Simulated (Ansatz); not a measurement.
# CeB2Ir2: from the start to rest, part 2 of 2

Aim: in CeB2Ir2, a crystal from a database, its volume scaled a little, relax cell and atoms, then read levels, charges and fields where it ends.

Ansatz 0.2.0; DFT, r2SCAN, no spin polarisation, plane waves, PAW. Relaxing cell and atoms.

### 3 More of the same log

Output, continued:

```text
SCF iter   3: F=-61608.592791 eV  HF=-61608.596605 eV  |F-HF|=3.81e-3  |Δ(HF+E_count)|=   1.10e-4  Δρ=1.39e-3  dr2=4.08e-3  dr2_τ=4.34e-5  ethr=1.75e-6  ⟨swp⟩=2.0  Hψ=1403  notcnv=0
SCF iter   4: F=-61608.596362 eV  HF=-61608.596391 eV  |F-HF|=2.94e-5  |Δ(HF+E_count)|=   2.14e-4  Δρ=2.33e-4  dr2=1.06e-4  dr2_τ=4.08e-6  ethr=1.75e-6  ⟨swp⟩=1.4  Hψ=1358  notcnv=0
SCF iter   5: F=-61608.596454 eV  HF=-61608.596461 eV  |F-HF|=6.47e-6  |Δ(HF+E_count)|=   6.90e-5  Δρ=1.04e-4  dr2=1.49e-5  dr2_τ=2.68e-6  ethr=1.02e-7  ⟨swp⟩=2.0  Hψ=1784  notcnv=0
SCF iter   6: F=-61608.596463 eV  HF=-61608.596463 eV  |F-HF|=7.20e-7  |Δ(HF+E_count)|=   2.13e-6  Δρ=4.59e-5  dr2=2.06e-6  dr2_τ=9.31e-8  ethr=1.44e-8  ⟨swp⟩=1.1  Hψ=1279  notcnv=0
SCF iter   7: F=-61608.596464 eV  HF=-61608.596464 eV  |F-HF|=1.83e-7  |Δ(HF+E_count)|=   1.07e-6  Δρ=1.19e-5  dr2=2.67e-7  dr2_τ=6.00e-9  ethr=3.18e-10  ⟨swp⟩=7.0  Hψ=9686  notcnv=0
SCF 6 converged in 7 iterations: F = -61608.596464 eV  dr2 = 2.67e-7
relax step   5: F+E_penalty+E_count = -61608.59646353 eV  Δ(F+E_penalty+E_count) = -3.640e-4 eV  max|allowed force component| = 5.052e-2 eV/Å  Δτ_max = 0.0038 Å  P = +0.011 GPa  Ω = 148.777 Å³  energy of the carried Pulay correction = +1.569e-3 eV  (7 SCF iters, dr2 threshold 3.31e-7 eV, accepted)
Crystal: 10 atoms, lattice volume = 148.771 Å³
iter 1 solved again at ethr=1.27e-7 eV; its pass at ethr=3.10e-3 eV (dr2=1.32e-4 eV) is discarded
SCF iter   1: F=-61608.596640 eV  HF=-61608.595364 eV  |F-HF|=1.28e-3  |Δ(HF+E_count)|=         —  Δρ=3.09e-4  dr2=1.33e-4  dr2_τ=3.98e-3  ethr=1.27e-7  ⟨swp⟩=3.0  Hψ=5898  notcnv=0
preconditioner: auto → Kerker (q_TF=auto, 2.570 Å⁻¹)  [metal: Δε(μ)=0.073 eV  Ē_g=7.977 eV  σ=0.100 eV  W_gap=0.18  n_scr=44 (ndim 8)  ℏωp=25.1 eV  f_vac=0.002  D(μ)=11.17/eV (n_scr^D=132)]
SCF iter   2: F=-61608.596711 eV  HF=-61608.596734 eV  |F-HF|=2.31e-5  |Δ(HF+E_count)|=   1.37e-3  Δρ=2.01e-4  dr2=5.38e-5  dr2_τ=2.84e-6  ethr=1.27e-7  ⟨swp⟩=2.0  Hψ=2221  notcnv=0
SCF iter   3: F=-61608.596414 eV  HF=-61608.596751 eV  |F-HF|=3.38e-4  |Δ(HF+E_count)|=   1.73e-5  Δρ=4.24e-4  dr2=3.51e-4  dr2_τ=3.76e-6  ethr=5.17e-8  ⟨swp⟩=2.0  Hψ=2056  notcnv=0  recentre
SCF iter   4: F=-61608.596720 eV  HF=-61608.596734 eV  |F-HF|=1.40e-5  |Δ(HF+E_count)|=   1.73e-5  Δρ=9.84e-5  dr2=1.69e-5  dr2_τ=6.53e-7  ethr=5.17e-8  ⟨swp⟩=2.0  Hψ=2087  notcnv=0
SCF iter   5: F=-61608.596733 eV  HF=-61608.596733 eV  |F-HF|=1.50e-7  |Δ(HF+E_count)|=   5.48e-7  Δρ=2.31e-5  dr2=8.62e-7  dr2_τ=2.89e-8  ethr=1.62e-8  ⟨swp⟩=1.1  Hψ=1279  notcnv=0
SCF iter   6: F=-61608.596733 eV  HF=-61608.596733 eV  |F-HF|=1.03e-8  |Δ(HF+E_count)|=   9.94e-8  Δρ=7.68e-6  dr2=6.86e-8  dr2_τ=9.32e-9  ethr=1.53e-10  ⟨swp⟩=7.0  Hψ=9206  notcnv=0
SCF 7 converged in 6 iterations: F = -61608.596733 eV  dr2 = 6.86e-8
relax step   6: F+E_penalty+E_count = -61608.59673348 eV  Δ(F+E_penalty+E_count) = -2.700e-4 eV  max|allowed force component| = 1.926e-2 eV/Å  Δτ_max = 0.0035 Å  P = +0.061 GPa  Ω = 148.771 Å³  energy of the carried Pulay correction = +1.572e-3 eV  (6 SCF iters, dr2 threshold 1.60e-7 eV, accepted)
Crystal: 10 atoms, lattice volume = 148.809 Å³
iter 1 solved again at ethr=5.84e-8 eV; its pass at ethr=3.10e-3 eV (dr2=6.07e-5 eV) is discarded
SCF iter   1: F=-61608.596709 eV  HF=-61608.596612 eV  |F-HF|=9.68e-5  |Δ(HF+E_count)|=         —  Δρ=1.82e-4  dr2=5.99e-5  dr2_τ=3.73e-4  ethr=5.84e-8  ⟨swp⟩=3.0  Hψ=5885  notcnv=0
preconditioner: auto → Kerker (q_TF=auto, 2.570 Å⁻¹)  [metal: Δε(μ)=0.072 eV  Ē_g=7.975 eV  σ=0.100 eV  W_gap=0.18  n_scr=44 (ndim 8)  ℏωp=25.1 eV  f_vac=0.002  D(μ)=11.19/eV (n_scr^D=132)]
SCF iter   2: F=-61608.596553 eV  HF=-61608.596783 eV  |F-HF|=2.30e-4  |Δ(HF+E_count)|=   1.72e-4  Δρ=3.70e-4  dr2=2.41e-4  dr2_τ=3.13e-6  ethr=5.76e-8  ⟨swp⟩=2.0  Hψ=2016  notcnv=0  recentre
SCF iter   3: F=-61608.596755 eV  HF=-61608.596764 eV  |F-HF|=8.49e-6  |Δ(HF+E_count)|=   1.97e-5  Δρ=9.26e-5  dr2=1.44e-5  dr2_τ=4.17e-7  ethr=5.76e-8  ⟨swp⟩=2.0  Hψ=1402  notcnv=0
SCF iter   4: F=-61608.596798 eV  HF=-61608.596799 eV  |F-HF|=1.34e-6  |Δ(HF+E_count)|=   3.57e-5  Δρ=3.13e-5  dr2=2.02e-6  dr2_τ=1.11e-7  ethr=1.39e-8  ⟨swp⟩=2.7  Hψ=2057  notcnv=0
SCF iter   5: F=-61608.596799 eV  HF=-61608.596799 eV  |F-HF|=3.76e-9  |Δ(HF+E_count)|=   5.81e-8  Δρ=1.04e-5  dr2=1.42e-7  dr2_τ=8.29e-9  ethr=1.95e-9  ⟨swp⟩=1.5  Hψ=1526  notcnv=0
SCF iter   6: F=-61608.596799 eV  HF=-61608.596799 eV  |F-HF|=1.48e-8  |Δ(HF+E_count)|=   2.42e-8  Δρ=4.84e-6  dr2=3.91e-8  dr2_τ=3.36e-9  ethr=4.21e-11  ⟨swp⟩=7.9  Hψ=8071  notcnv=0
SCF 8 converged in 6 iterations: F = -61608.596799 eV  dr2 = 3.91e-8
relax step   7: F+E_penalty+E_count = -61608.59679924 eV  Δ(F+E_penalty+E_count) = -6.576e-5 eV  max|allowed force component| = 3.981e-4 eV/Å  Δτ_max = 0.0013 Å  P = +0.002 GPa  Ω = 148.809 Å³  energy of the carried Pulay correction = +1.556e-3 eV  (6 SCF iters, dr2 threshold 4.38e-8 eV, accepted)
Initial wavefunctions: pseudopotential atomic-orbital guess (no wavefunctions were taken with the density)
iter 1 solved again at ethr=7.81e-7 eV; its pass at ethr=3.10e-3 eV (dr2=8.12e-4 eV) is discarded
SCF iter   1: F=-61608.595343 eV  HF=-61608.595342 eV  |F-HF|=9.17e-7  |Δ(HF+E_count)|=         —  Δρ=5.92e-5  dr2=6.60e-7  dr2_τ=8.20e-6  ethr=7.81e-7  ⟨swp⟩=3.1  Hψ=7934  notcnv=0
eigensolver tolerance schedule: the retry pair's looser diagonalisation over-reported the residual by 1229.47 of it (diagonalisation noise at 0.45 of the residual, at the tolerance the schedule requests for it); recorded, not acted on — ethr = c·dr2/N_el stays at c = 1.0e-1
preconditioner: auto → Kerker (q_TF=auto, 2.570 Å⁻¹)  [metal: Δε(μ)=0.072 eV  Ē_g=7.976 eV  σ=0.100 eV  W_gap=0.18  n_scr=44 (ndim 8)  ℏωp=25.1 eV  f_vac=0.002  D(μ)=11.18/eV (n_scr^D=132)]
SCF iter   2: F=-61608.595394 eV  HF=-61608.595394 eV  |F-HF|=1.46e-8  |Δ(HF+E_count)|=   5.15e-5  Δρ=3.17e-5  dr2=3.48e-7  dr2_τ=1.81e-7  ethr=6.35e-10  ⟨swp⟩=2.6  Hψ=2664  notcnv=0
SCF iter   3: F=-61608.595392 eV  HF=-61608.595394 eV  |F-HF|=2.01e-6  |Δ(HF+E_count)|=   2.78e-7  Δρ=3.68e-5  dr2=2.15e-6  dr2_τ=6.58e-8  ethr=3.35e-10  ⟨swp⟩=2.0  Hψ=2094  notcnv=0  recentre
SCF iter   4: F=-61608.595394 eV  HF=-61608.595394 eV  |F-HF|=1.47e-9  |Δ(HF+E_count)|=   7.32e-8  Δρ=1.67e-6  dr2=2.40e-9  dr2_τ=6.66e-10  ethr=3.35e-10  ⟨swp⟩=2.0  Hψ=1363  notcnv=0
SCF iter   5: F=-61608.595394 eV  HF=-61608.595394 eV  |F-HF|=1.09e-10  |Δ(HF+E_count)|=   1.93e-9  Δρ=8.10e-7  dr2=9.38e-10  dr2_τ=5.65e-11  ethr=2.30e-12  ⟨swp⟩=2.0  Hψ=2161  notcnv=0
SCF iter   6: F=-61608.595394 eV  HF=-61608.595394 eV  |F-HF|=1.75e-10  |Δ(HF+E_count)|=  3.13e-10  Δρ=4.06e-7  dr2=2.81e-10  dr2_τ=3.17e-11  ethr=1.00e-12  ⟨swp⟩=2.0  Hψ=1742  notcnv=0
SCF iter   7: F=-61608.595394 eV  HF=-61608.595394 eV  |F-HF|=2.91e-11  |Δ(HF+E_count)|=  2.91e-11  Δρ=1.16e-7  dr2=1.30e-11  dr2_τ=3.06e-12  ethr=1.00e-12  ⟨swp⟩=6.1  Hψ=6420  notcnv=0
SCF 9 converged in 7 iterations: F = -61608.595394 eV  dr2 = 1.30e-11
relax step   8: F+E_penalty+E_count = -61608.59539387 eV  Δ(F+E_penalty+E_count) = +1.405e-3 eV  max|allowed force component| = 4.357e-4 eV/Å  Δτ_max = 0.0000 Å  P = -0.006 GPa  Ω = 148.809 Å³  stress off target by 7.67e-3 GPa  SCF on the basis re-selected at this cell (its energy is not comparable with the rows above)  (7 SCF iters)
basis re-selected at this cell: Δ(F+E_penalty+E_count) = +1.405e-3 eV, ΔP = -0.007 GPa vs the last step (what re-selecting the basis moved, of the pressure what is left beyond the Pulay correction that the steps carried, after the strain that the cell walked since its last selection, with what the two solves' SCF thresholds leave and, on support functions, any second-order correction that the steps lacked; it is no measure of the basis error at this ecutwfc). This SCF's stress stands 7.67e-3 GPa from its target on what of the cell is left free (relax.cell.stress_tol is 5.00e-2 GPa) and its largest allowed force component is 4.36e-4 eV/Å (relax.f_tol is 3.00e-2 eV/Å): within both
SCF converged after 7 iterations
Free energy (F): -61608.595394 eV
Harris-Foulkes:  -61608.595394 eV  (|F-HF|=2.91e-11)
Internal energy: -61608.214374 eV  (E = F + TS)
E sigma→0 (E₀):  -61608.404884 eV
Entropy (-TS):   -0.381020 eV (-38.102 meV/atom)
Fermi energy:    17.435044 eV
--- Per-component energies (eV) ---
  E_band       = -791.637016
  E_kinetic    = 3429.918215
  E_local      = -7881.340171  (includes V_loc(G=0)·N_el)
  E_nonlocal   = 245.434742
  E_hartree    = 3114.913359
  E_xc         = -1590.468495
  E_vxc        = -2061.885574  (∫ρ·V_xc dr)
  E_paw        = -48308.248366  (= ΣΔE_a)
  E_vpaw       = -875.031786  (= ΣTr[D̂ρ^β])
  E_aug_tail   = -0.000068  (compensation charges beyond the density's cutoff)
  E_vtau       = 121.440840  (kinetic-family band-sum trace: ∫τ·v_τ [+ j·A + Jᵃ·Aᵃ] dr)
  E_ewald      = -10617.247001
  E_core_change = -1.176589  (= ΣΔE_core)
  E_smearing   = -0.381020  (= −TS)
  E_closure    = -0.000000  (closes the sum)
  Σ components = -61608.595394   (vs F -61608.595394, Δ=0.00e0)
--- Forces (eV/Å), atoms counted from 1 ---
  atom   1  Ir    -0.00019467     0.00000000    -0.00000000
  atom   2  Ir     0.00019467     0.00000000     0.00000000
  atom   3  Ir     0.00019467     0.00000000     0.00000000
  atom   4  Ir    -0.00019467     0.00000000     0.00000000
  atom   5  B      0.00000000    -0.00043573     0.00000000
  atom   6  B      0.00000000     0.00043573     0.00000000
  atom   7  B      0.00000000     0.00043573     0.00000000
  atom   8  B     -0.00000000    -0.00043573     0.00000000
  atom   9  Ce    -0.00000000     0.00000000     0.00000000
  atom  10  Ce     0.00000000     0.00000000     0.00000000
  max |Σ_I F_I| component: 2.78e-17 eV/Å
--- Stress (GPa, compression-positive) ---
       -0.007669       0.000000       0.000000
        0.000000      -0.002627       0.000000
        0.000000       0.000000      -0.006936
  P = ⅓ Tr σ = -0.0057 GPa (-0.057 kbar)
--- Band table (eV; the first three rows and the last of 18) ---
  k-point 0: bands = ["-77.2986", "-77.2877", "-77.2793", "-77.2688", "-33.9649", "-33.9544", "-33.7399", "-33.6914", "-33.5910", "-33.5897", "-33.5269", "-33.4933", "-33.4116", "-33.4097", "-33.3769", "-33.3769", "-18.5836", "-18.5013", "-1.2858", "-1.1548", "-1.0139", "-0.9517", "-0.8725", "-0.8445", "5.6848", "8.0952", "8.6947", "9.0935", "9.4385", "10.7291", "10.9047", "11.2022", "11.6908", "12.5638", "12.6907", "12.7304", "13.2469", "13.2525", "13.5206", "13.6312", "13.9986", "14.2212", "14.3932", "14.9241", "14.9665", "15.1436", "15.3931", "15.7069", "15.8006", "16.3452", "16.3654", "17.2292", "17.2937", "17.7953", "17.8134", "17.8686", "17.9366", "17.9650", "17.9767", "18.0075", "18.0152", "18.0721", "18.1027", "18.1034", "18.1142", "18.1803", "18.2257", "18.2321", "18.5088", "18.9891", "19.8016"]
  k-point 1: bands = ["-77.2971", "-77.2871", "-77.2799", "-77.2702", "-33.9601", "-33.9058", "-33.7346", "-33.6969", "-33.6439", "-33.5903", "-33.5235", "-33.4970", "-33.4108", "-33.4069", "-33.3824", "-33.3768", "-18.5727", "-18.5092", "-1.2625", "-1.1853", "-1.0667", "-0.9696", "-0.8775", "-0.8289", "6.2005", "7.9619", "8.6073", "8.9130", "9.6885", "10.8268", "11.1515", "11.3513", "11.8198", "12.2721", "12.3364", "12.6561", "12.9150", "13.1148", "13.5284", "13.8633", "13.9150", "14.0435", "14.4240", "14.6989", "14.7247", "14.9577", "15.0540", "15.1482", "15.6924", "16.2018", "17.2629", "17.3592", "17.5355", "17.6169", "17.8432", "17.8672", "17.9089", "17.9584", "17.9798", "18.0362", "18.0684", "18.0878", "18.1404", "18.1569", "18.3105", "18.3617", "18.4637", "18.6946", "18.8660", "19.2904", "19.7211"]
  k-point 2: bands = ["-77.2956", "-77.2860", "-77.2812", "-77.2717", "-33.9599", "-33.7768", "-33.7762", "-33.7264", "-33.7026", "-33.5904", "-33.5188", "-33.5020", "-33.4110", "-33.3955", "-33.3952", "-33.3767", "-18.5584", "-18.5207", "-1.2660", "-1.2258", "-1.1169", "-0.9116", "-0.9039", "-0.8261", "6.9213", "7.7615", "8.3645", "8.6642", "10.4437", "10.6585", "11.4522", "11.7256", "11.8630", "11.9835", "12.2060", "12.4626", "12.6413", "12.6760", "13.0642", "13.6880", "13.8705", "13.9884", "14.2876", "14.4585", "14.5961", "14.6449", "15.0227", "15.2500", "15.7026", "16.8403", "17.1923", "17.3689", "17.6312", "17.6359", "17.8862", "17.9105", "17.9377", "17.9522", "17.9551", "18.0475", "18.0546", "18.0876", "18.1228", "18.1296", "18.3378", "18.4445", "18.8804", "19.1572", "19.4101", "19.7816", "20.0365"]
  k-point 17: bands = ["-77.2889", "-77.2889", "-77.2783", "-77.2783", "-33.7793", "-33.7793", "-33.7740", "-33.7740", "-33.7122", "-33.7122", "-33.5118", "-33.5118", "-33.3983", "-33.3983", "-33.3926", "-33.3926", "-18.5382", "-18.5382", "-1.3401", "-1.3401", "-1.0136", "-1.0136", "-0.7815", "-0.7815", "7.9475", "7.9475", "8.2067", "8.2067", "10.8724", "10.8724", "11.5493", "11.5493", "11.8195", "11.8195", "12.0926", "12.0926", "13.1578", "13.1578", "13.2101", "13.2101", "13.2447", "13.2447", "14.2664", "14.2664", "14.4651", "14.4651", "15.1306", "15.1306", "15.4166", "15.4166", "17.3280", "17.3280", "17.6475", "17.6475", "17.9031", "17.9031", "17.9056", "17.9056", "17.9920", "17.9920", "18.1373", "18.1373", "18.1543", "18.1543", "18.7915", "18.7915", "18.9304", "18.9304", "19.4597", "19.4597", "19.9801"]
--- Relaxed structure (7 steps of the walk, 7 accepted, 1 SCFs on fresh bases) ---
  F+E_penalty+E_count = -61608.59539387 eV   max|allowed force component| = 4.357e-4 eV/Å   (the final SCF, on the basis selected at the relaxed cell)
  cell:  # Å, volume = 148.8094 Å³
    - [0.0, 4.671613819114017, 3.0106868738851027]
    - [5.290149825892518, 0.0, 3.0106868738851027]
    - [5.290149825892518, 4.671613819114017, 0.0]
  atoms:
    - { symbol: Ir, position: [0.7551774258676485, 0.49482257413235153, 0.49482257413235176] }
    - { symbol: Ir, position: [0.49482257413235187, 0.7551774258676481, 0.7551774258676485] }
    - { symbol: Ir, position: [0.2448225741323516, 0.5051774258676482, 0.5051774258676485] }
    - { symbol: Ir, position: [0.5051774258676482, 0.2448225741323516, 0.2448225741323517] }
    - { symbol: B, position: [0.4451669929869271, 0.8048330070130729, 0.4451669929869271] }
    - { symbol: B, position: [0.8048330070130729, 0.4451669929869271, 0.8048330070130729] }
    - { symbol: B, position: [0.5548330070130729, 0.19516699298692713, 0.5548330070130729] }
    - { symbol: B, position: [0.19516699298692725, 0.5548330070130729, 0.19516699298692713] }
    - { symbol: Ce, position: [0.12499999999999997, 0.125, 0.125] }
    - { symbol: Ce, position: [0.8749999999999998, 0.875, 0.8750000000000001] }
--- Löwdin populations: 10 sites ---
  site symbol       q [e]
     0     Ir     16.3097
     1     Ir     16.3097
     2     Ir     16.3097
     3     Ir     16.3097
     4      B      3.7284
     5      B      3.7284
     6      B      3.7284
     7      B      3.7284
     8     Ce     11.6885
     9     Ce     11.6885
  spilling = 0.004524 (of n_electrons = 104.000000)
--- Bader charges: 10 sites ---
  site symbol  charge [e]  shift [e]
     0     Ir     -0.8884     0.0057
     1     Ir     -0.8885     0.0057
     2     Ir     -0.8885     0.0057
     3     Ir     -0.8885     0.0057
     4      B      0.0660     0.0057
     5      B      0.0660     0.0057
     6      B      0.0659     0.0057
     7      B      0.0659     0.0057
     8     Ce      1.6450     0.0000
     9     Ce      1.6450     0.0000
  estimated error of the sums over rays = 9.3e-4 e
```

Run time: 3.3 min. Hardware: 2 threads of Arm Neoverse V2, shared host; peak memory 1 GiB.

The steps of the relaxation:

| step | energy from step 1 (eV/cell) | largest force component (eV/Å) | pressure (GPa) | volume (Å³) |
| --- | --- | --- | --- | --- |
| 1 | 0.0000 | 0.2077 | -4.66 | 152.53 |
| 2 | -0.0169 | 0.1388 | 3.82 | 146.23 |
| 3 | -0.0603 | 0.1145 | -0.17 | 149.00 |
| 4 | -0.0626 | 0.0302 | -0.19 | 148.95 |
| 5 | -0.0629 | 0.0505 | 0.01 | 148.78 |
| 6 | -0.0632 | 0.0193 | 0.06 | 148.77 |
| 7 | -0.0633 | 0.0004 | 0.00 | 148.81 |
| 8 | -0.0619 | 0.0004 | -0.01 | 148.81 |

Step 1 is the start. Step 8 repeats the geometry before on a plane-wave basis chosen anew for that cell, so the energy can jump there without any move; the table keeps such jumps.

| input's cell | before | after | change |
| --- | --- | --- | --- |
| a (Å) | 5.600 | 5.558 | -0.8 % |
| b (Å) | 6.145 | 6.087 | -1.0 % |
| c (Å) | 7.130 | 7.058 | -1.0 % |
| α (°) | 49.22 | 49.35 | +0.13° |
| γ (°) | 74.58 | 74.46 | -0.13° |
| volume (Å³/atom) | 15.25 | 14.88 | -2.4 % |

The largest move, 0.02 Å, apart from the change of the cell, is shared by several atoms, B5 among them.

### 4 Total and projected density of states

Counts of states in windows (eV from the Fermi level; tetrahedra), total and projected:

| from | to | total | B p | Ce d | Ce f | Ir d |
| --- | --- | --- | --- | --- | --- | --- |
| -4.5 | -4.0 | 3.58 | 0.79 | 0.21 | 0.03 | 2.31 |
| -4.0 | -3.5 | 3.81 | 0.74 | 0.26 | 0.04 | 2.49 |
| -3.5 | -3.0 | 4.64 | 0.71 | 0.33 | 0.06 | 3.24 |
| -3.0 | -2.5 | 4.95 | 0.41 | 0.32 | 0.08 | 3.92 |
| -2.5 | -2.0 | 4.23 | 0.38 | 0.31 | 0.11 | 3.16 |
| -2.0 | -1.5 | 2.08 | 0.46 | 0.23 | 0.08 | 1.05 |
| -1.5 | -1.0 | 1.55 | 0.45 | 0.25 | 0.11 | 0.58 |
| -1.0 | -0.5 | 0.90 | 0.21 | 0.19 | 0.13 | 0.29 |
| -0.5 | 0.0 | 3.19 | 0.36 | 0.82 | 1.11 | 0.66 |
| 0.0 | 0.5 | 8.62 | 0.34 | 0.66 | 6.99 | 0.41 |
| 0.5 | 1.0 | 19.20 | 0.34 | 0.59 | 17.32 | 0.79 |
| 1.0 | 1.5 | 3.39 | 0.40 | 0.83 | 1.14 | 0.82 |

The bands computed are complete only to about 2.0 eV above the Fermi level.

### 5 Charges

Gathered by element (positive charge: electrons given up): Löwdin charges also hold the electrons that the projection spills.

| element | atoms | Bader charge (e) | Bader volume (Å³) | Löwdin charge (e) |
| --- | --- | --- | --- | --- |
| Ir | 4 | -0.89 | 19.3 | +0.69 |
| B | 4 | +0.07 | 8.3 | -0.73 |
| Ce | 2 | +1.65 | 19.3 | +0.31 |

Löwdin charges rest on a small set of atomic orbitals that misses 0.5 % of the electrons, so they need not add up to the cell's charge and can differ from Bader's even in sign.

### 6 Fields in real space

Maps in the plane spanned by b and c at height 0.495 along a (axes of the input's cell), one cell: b runs left to right (18 points from zero), c bottom to top (21 points), 49° apart. Inside the augmentation spheres the fields are the smooth ones.

Valence density. Ten steps from '0' (0.06 e/Å³) to '9' (8.96 e/Å³), finer at the low end (step k begins (100^(k/10) - 1)/99 of the way up):
```
000001122344332100
000011112356653210
100111112357886421
211111111247999642
322222222236999964
433322222224799985
444433333223479986
444344333333346775
444434433333344444
334444433333444433
333444443333444443
445444333333443344
457764333333344344
468997432333333444
458999742223222333
346999963222222222
224699974221111111
112368875321111100
001235664321111000
000122344332110000
000011233333211000
```

ELF. Ten even steps from '0' (0.03) to '9' (0.75):
```
000001244322334310
001111123234543442
322222123247886345
754333323238879636
886544333325955855
997764332333686885
795487432244369885
595048632235645664
377107853346786432
468735865457878754
434787864457852686
323357763335870078
546754553223684049
758897343223468559
957858733323346779
855855952333344568
663697883332334445
354358873232222222
013434443233211110
000233322344310000
000013344444432000
```

Atoms within 0.2 Å of the plane, in fractions of b and c: Ir at (0.76, 0.76), Ir at (0.24, 0.24).

Scans along the contacts give these minima of the density:

| contact | length (Å) | minimum at (fraction) | density (e/Å³) | ELF |
| --- | --- | --- | --- | --- |
| Ir1–B7 | 2.074 | none clear | – | – |
| Ce9–B5 | 2.991 | 0.53 | 0.180 | 0.13 |
| Ce9–Ir3 | 3.054 | 0.50 | 0.264 | 0.25 |

### 7 Summary of results

The summary covers parts 1 to 2.

| quantity | value |
| --- | --- |
| moves | 6 |
| energy gained | 6.3 meV/atom |
| largest move | 0.02 Å (B) |
| space group (0.01 Å), before / after | Fddd / Fddd |
| cell | a = 5.558 Å, b = 6.087 Å, c = 7.058 Å, α = 49.35°, β = 56.19°, γ = 74.46° |
| volume | 14.88 Å³/atom (-2.4 %) |
| pressure at the end | -0.01 GPa |
| character | metal |
| density of states, mean within 0.25 eV of the Fermi level | 12 per eV per cell |
| Bader charges | Ir -0.89, B +0.07, Ce +1.65 e |

The volume shrank by 2.4 %, and the largest move of an atom is 0.02 Å apart from the change of the cell; the energy fell by 6.3 meV per atom. With 8 symmetry operations imposed, the end may be a saddle point towards distortions that break them. It is a metal; within 0.25 eV of the Fermi level the density of states averages 12 per eV per cell, mostly Ce f (73 %). By Bader's partition Ce gives up most (+1.65 e) and Ir takes most (-0.89 e).

Limits of this run: no spin polarisation, so a magnetic state may lie lower; the k mesh is coarse for a cell without a gap.
